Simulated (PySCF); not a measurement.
**The bond of GaN+, level by level**

The task here is to estimate one member of a computed series from the others.

Computed with PySCF 2.14.0. Level: Ga 6-31G(d,p), N 6-31G(d,p), no relativity.

Set-up of the first run:

The job is set up so:

| Quantity | Value |
| --- | --- |
| atoms | Ga, N |
| charge | 1 |
| basis | Ga 6-31G(d,p), N 6-31G(d,p) |
| Hamiltonian | no relativity |
| basis functions | 46 |
| electrons treated | 37 |
| masses in u | 68.9256, 14.0031 |
| levels | PBE0, PBE, r²SCAN, revPBE, TPSSh, BLYP, HF, MP2, SCS-MP2, CCSD, CCSD(T) |
| grid | 80 radial by 434 angular points |
| occupations | held fixed by the projection of orbital angular momentum |
| dissociation limit | Ga+ + N, each in its ground configuration |
| starting distance in angstrom | 1.960 |
| values of 2S to try | 1, 3 |

Among the steps run: Set-up; The PBE0 curve of the state that the search chose; Excited determinants; PBE (GGA); r²SCAN (meta-GGA); revPBE; TPSSh; BLYP; UHF; Correlated methods on the Hartree–Fock reference.

One of the session's tables, all rows but one given; the rest of the session is left out.

```
      level  Re (Å)  ωe (cm⁻¹)  De (eV)
        UHF       ?          ?        ?
    UHF-MP2   3.022       82.1    0.087
UHF-SCS-MP2   3.098       75.8    0.075
UHF-CCSD(T)   2.952       86.8    0.097
        PBE   2.406      164.2    0.342
     revPBE   2.513      135.3    0.249
       BLYP   2.464      154.9    0.292
     r²SCAN   2.465      151.2    0.263
      TPSSh   2.491      145.9    0.248
       PBE0   2.575      138.0    0.221
```

Q: Estimate the row for UHF from the others.

The run gave: Re (Å): 3.357; ωe (cm⁻¹): 58.9; De (eV): 0.048. In the column «Re (Å)» it is the highest.

De is counted to Ga+ + N in their ground configurations. No constants: UHF-CCSD (no minimum is bracketed among the points kept).

To keep in mind: The bond is weak, and basis-set superposition, which was not computed, may be a sizeable part of it.
